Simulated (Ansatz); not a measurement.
**Alloy of Si and Sn (32 of 128 Si sites exchanged), 128 atoms**

Wanted: the relaxed alloy cell and its gap (PBEsol and HSE06 with spin–orbit coupling).

Method: density functional theory in Ansatz 0.2.0, PAW datasets, plane waves.

### 1 The starting cell

128 atoms (32 Sn, 96 Si); a = 16.149 Å, b = 16.149 Å, c = 16.149 Å, α = 60.00°, β = 60.00°, γ = 60.00°. All atoms were shaken off their sites by about 0.02 Å along each axis.

Plan of the steps: (2) PBEsol cell relaxation at the single k point (½, ½, ½), on 1 × NVIDIA GB300 Max-Q with 8 threads of Arm Neoverse-V2; (3) HSE06 with spin–orbit coupling single point at the Γ point alone, on 1 × NVIDIA GB300 Max-Q with 8 threads of Arm Neoverse-V2.

### 2 PBEsol relaxation of the cell and the positions

Input file in.yaml:

```yaml
crystal:
  lattice:
    - [0.000000, 11.418936, 11.418936]
    - [11.418936, 0.000000, 11.418936]
    - [11.418936, 11.418936, 0.000000]
  atoms:
    - { symbol: Sn, position: [0.001190, 0.998822, 0.001517] }
    - { symbol: Sn, position: [0.000209, 0.499959, 0.999711] }
    - { symbol: Sn, position: [0.002477, 0.997906, 0.498960] }
    - { symbol: Sn, position: [0.249673, 0.252631, 0.249981] }
    - { symbol: Sn, position: [0.500578, 0.498747, 0.001825] }
    - { symbol: Sn, position: [0.752517, 0.746997, 0.253753] }
    - { symbol: Sn, position: [0.749300, 0.751068, 0.748449] }
    - { symbol: Sn, position: [0.565188, 0.561105, 0.063019] }
    - { symbol: Sn, position: [0.999490, 0.001455, 0.748391] }
    - { symbol: Sn, position: [0.498429, 0.004136, 0.748262] }
    - { symbol: Sn, position: [0.311617, 0.313214, 0.061950] }
    - { symbol: Sn, position: [0.060851, 0.064167, 0.812590] }
    - { symbol: Sn, position: [0.564105, 0.061073, 0.810015] }
    - { symbol: Sn, position: [0.998739, 0.249650, 0.999385] }
    - { symbol: Sn, position: [0.000266, 0.748563, 0.001350] }
    - { symbol: Sn, position: [0.000897, 0.746661, 0.500270] }
    - { symbol: Sn, position: [0.314071, 0.061869, 0.312600] }
    - { symbol: Sn, position: [0.063638, 0.812351, 0.063044] }
    - { symbol: Sn, position: [0.312308, 0.564450, 0.311089] }
    - { symbol: Sn, position: [0.564570, 0.812433, 0.062110] }
    - { symbol: Sn, position: [0.558555, 0.314582, 0.561880] }
    - { symbol: Sn, position: [0.812782, 0.064656, 0.811087] }
    - { symbol: Sn, position: [0.813968, 0.561652, 0.812880] }
    - { symbol: Sn, position: [0.250062, 0.999120, 0.999910] }
    - { symbol: Sn, position: [0.750027, 0.000021, 0.001395] }
    - { symbol: Sn, position: [0.751205, 0.500009, 0.999492] }
    - { symbol: Sn, position: [0.001615, 0.748906, 0.249213] }
    - { symbol: Sn, position: [0.250481, 0.497743, 0.499425] }
    - { symbol: Sn, position: [0.498420, 0.750968, 0.248963] }
    - { symbol: Sn, position: [0.559591, 0.313533, 0.313344] }
    - { symbol: Sn, position: [0.062095, 0.813781, 0.311789] }
    - { symbol: Sn, position: [0.313365, 0.560121, 0.564769] }
    - { symbol: Si, position: [0.498562, 0.998674, 0.001306] }
    - { symbol: Si, position: [0.500892, 0.999772, 0.498488] }
    - { symbol: Si, position: [0.750790, 0.249009, 0.249635] }
    - { symbol: Si, position: [0.000087, 0.497278, 0.502096] }
    - { symbol: Si, position: [0.252696, 0.751339, 0.246411] }
    - { symbol: Si, position: [0.250726, 0.249956, 0.749514] }
    - { symbol: Si, position: [0.500671, 0.499926, 0.499229] }
    - { symbol: Si, position: [0.749945, 0.253561, 0.748891] }
    - { symbol: Si, position: [0.251338, 0.749621, 0.749309] }
    - { symbol: Si, position: [0.062587, 0.063639, 0.062987] }
    - { symbol: Si, position: [0.563871, 0.060159, 0.063608] }
    - { symbol: Si, position: [0.062235, 0.563574, 0.061401] }
    - { symbol: Si, position: [0.061656, 0.060639, 0.565066] }
    - { symbol: Si, position: [0.311380, 0.314047, 0.312233] }
    - { symbol: Si, position: [0.563955, 0.061520, 0.562274] }
    - { symbol: Si, position: [0.810668, 0.314173, 0.312133] }
    - { symbol: Si, position: [0.062252, 0.564027, 0.561219] }
    - { symbol: Si, position: [0.312141, 0.813355, 0.311618] }
    - { symbol: Si, position: [0.312130, 0.312112, 0.810374] }
    - { symbol: Si, position: [0.561542, 0.561268, 0.562869] }
    - { symbol: Si, position: [0.811133, 0.814226, 0.311596] }
    - { symbol: Si, position: [0.813541, 0.311897, 0.812176] }
    - { symbol: Si, position: [0.313003, 0.813133, 0.812983] }
    - { symbol: Si, position: [0.812478, 0.813270, 0.810317] }
    - { symbol: Si, position: [0.002398, 0.999254, 0.249635] }
    - { symbol: Si, position: [0.247698, 0.250918, 0.000323] }
    - { symbol: Si, position: [0.501320, 0.997283, 0.250190] }
    - { symbol: Si, position: [0.751104, 0.248977, 0.001801] }
    - { symbol: Si, position: [0.998098, 0.501694, 0.248580] }
    - { symbol: Si, position: [0.250000, 0.748436, 0.000710] }
    - { symbol: Si, position: [0.250063, 0.252074, 0.498628] }
    - { symbol: Si, position: [0.499304, 0.502031, 0.250886] }
    - { symbol: Si, position: [0.750439, 0.748069, 0.000263] }
    - { symbol: Si, position: [0.749521, 0.249502, 0.500714] }
    - { symbol: Si, position: [0.998091, 0.502837, 0.748250] }
    - { symbol: Si, position: [0.248579, 0.749669, 0.501861] }
    - { symbol: Si, position: [0.502228, 0.503399, 0.747254] }
    - { symbol: Si, position: [0.749319, 0.750037, 0.500573] }
    - { symbol: Si, position: [0.064292, 0.061285, 0.311719] }
    - { symbol: Si, position: [0.560762, 0.060138, 0.312774] }
    - { symbol: Si, position: [0.811323, 0.313158, 0.063413] }
    - { symbol: Si, position: [0.059164, 0.564267, 0.311483] }
    - { symbol: Si, position: [0.311734, 0.811512, 0.064069] }
    - { symbol: Si, position: [0.311579, 0.315079, 0.563785] }
    - { symbol: Si, position: [0.561297, 0.561894, 0.314472] }
    - { symbol: Si, position: [0.814427, 0.812101, 0.062847] }
    - { symbol: Si, position: [0.812274, 0.313431, 0.561972] }
    - { symbol: Si, position: [0.064736, 0.560948, 0.812354] }
    - { symbol: Si, position: [0.310800, 0.812434, 0.562822] }
    - { symbol: Si, position: [0.562443, 0.562363, 0.812636] }
    - { symbol: Si, position: [0.813024, 0.813328, 0.560416] }
    - { symbol: Si, position: [0.248880, 0.999095, 0.252047] }
    - { symbol: Si, position: [0.500260, 0.250269, 0.001726] }
    - { symbol: Si, position: [0.750282, 0.998667, 0.250870] }
    - { symbol: Si, position: [0.001026, 0.249531, 0.500245] }
    - { symbol: Si, position: [0.247950, 0.501736, 0.249691] }
    - { symbol: Si, position: [0.499660, 0.749463, 0.000750] }
    - { symbol: Si, position: [0.252055, 0.996590, 0.750141] }
    - { symbol: Si, position: [0.499097, 0.251867, 0.502035] }
    - { symbol: Si, position: [0.752174, 0.500257, 0.249110] }
    - { symbol: Si, position: [0.749780, 0.999801, 0.749262] }
    - { symbol: Si, position: [0.249354, 0.501088, 0.751300] }
    - { symbol: Si, position: [0.498681, 0.750066, 0.499148] }
    - { symbol: Si, position: [0.748634, 0.498722, 0.750843] }
    - { symbol: Si, position: [0.062335, 0.311012, 0.064839] }
    - { symbol: Si, position: [0.564148, 0.310756, 0.060144] }
    - { symbol: Si, position: [0.813736, 0.062397, 0.312187] }
    - { symbol: Si, position: [0.061372, 0.311150, 0.563332] }
    - { symbol: Si, position: [0.314185, 0.059503, 0.815889] }
    - { symbol: Si, position: [0.813514, 0.564582, 0.310319] }
    - { symbol: Si, position: [0.062928, 0.810301, 0.563092] }
    - { symbol: Si, position: [0.312845, 0.563626, 0.810234] }
    - { symbol: Si, position: [0.562815, 0.811400, 0.561519] }
    - { symbol: Si, position: [0.000691, 0.248146, 0.250104] }
    - { symbol: Si, position: [0.249145, 0.503540, 0.001266] }
    - { symbol: Si, position: [0.249995, 0.000255, 0.500862] }
    - { symbol: Si, position: [0.500255, 0.250413, 0.251013] }
    - { symbol: Si, position: [0.752494, 0.999256, 0.499948] }
    - { symbol: Si, position: [0.001156, 0.249624, 0.749405] }
    - { symbol: Si, position: [0.499954, 0.247428, 0.751444] }
    - { symbol: Si, position: [0.750875, 0.498702, 0.501128] }
    - { symbol: Si, position: [0.998098, 0.749009, 0.751953] }
    - { symbol: Si, position: [0.498935, 0.749455, 0.750788] }
    - { symbol: Si, position: [0.310210, 0.063693, 0.064150] }
    - { symbol: Si, position: [0.809843, 0.062997, 0.063930] }
    - { symbol: Si, position: [0.065086, 0.310165, 0.313723] }
    - { symbol: Si, position: [0.315415, 0.561907, 0.061335] }
    - { symbol: Si, position: [0.313831, 0.062776, 0.561673] }
    - { symbol: Si, position: [0.811419, 0.563164, 0.062128] }
    - { symbol: Si, position: [0.810153, 0.063778, 0.563836] }
    - { symbol: Si, position: [0.064569, 0.311009, 0.812721] }
    - { symbol: Si, position: [0.563884, 0.812947, 0.310452] }
    - { symbol: Si, position: [0.563814, 0.311697, 0.812798] }
    - { symbol: Si, position: [0.811471, 0.563002, 0.562491] }
    - { symbol: Si, position: [0.062956, 0.813383, 0.808124] }
    - { symbol: Si, position: [0.562496, 0.814574, 0.812680] }
kpoints:
  mp_grid: { grid: [1, 1, 1], shift: [0.5, 0.5, 0.5] }
hamiltonian:
  xc: pbesol
scf:
  occupations: { method: fermi_dirac, width: 0.01 }
relax:
  f_tol: 0.03
  max_steps: 80
  escape_saddle: false
  adjacent_minimum: "off"
  cell: { fix: [shape] }
output:
  forces: true
  eigenvalues: true
  populations: true
```

Started as:

```
> ansatz run in.yaml --threads 8 --pin off --max-ram 118750MiB --runs-dir r --events-out ev --progress --plain --backend cuda --devices 0,
```

After this run come: HSE06 with spin–orbit coupling single point.

What does the calculation give? Wanted: for each run, top filled to lowest empty.

**Answer**, as computed:

```
                         level          time   k points  top filled to lowest empty (eV)
            PBEsol, relaxation    14 s (GPU)  (½, ½, ½)                             0.52
HSE06 with spin–orbit coupling  22 min (GPU)          Γ                             0.72
```

```
     quantity                                                                         value
   relaxation                                             6 recorded steps, 17.09 eV gained
largest shift                                                                 0.30 Å (Si76)
 relaxed cell  a = 16.118 Å, b = 16.118 Å, c = 16.118 Å, α = 60.00°, β = 60.00°, γ = 60.00°
   mean bonds                                       Si–Si 2.389, Si–Sn 2.558, Sn–Sn 2.729 Å
```

**What this shows.** The relaxation lowers the energy by 17.09 eV; the largest shift is 0.30 Å (Si76), while the volume changes by -0.6 %. The mean lengths of the listed bonds run from Si–Si 2.39 Å to Sn–Sn 2.73 Å. The relaxation ran on other k points, so part of any difference from the later rows can come from the mesh. With one k point the spacing samples only the states that fold onto it, so it can exceed the gap over the zone.
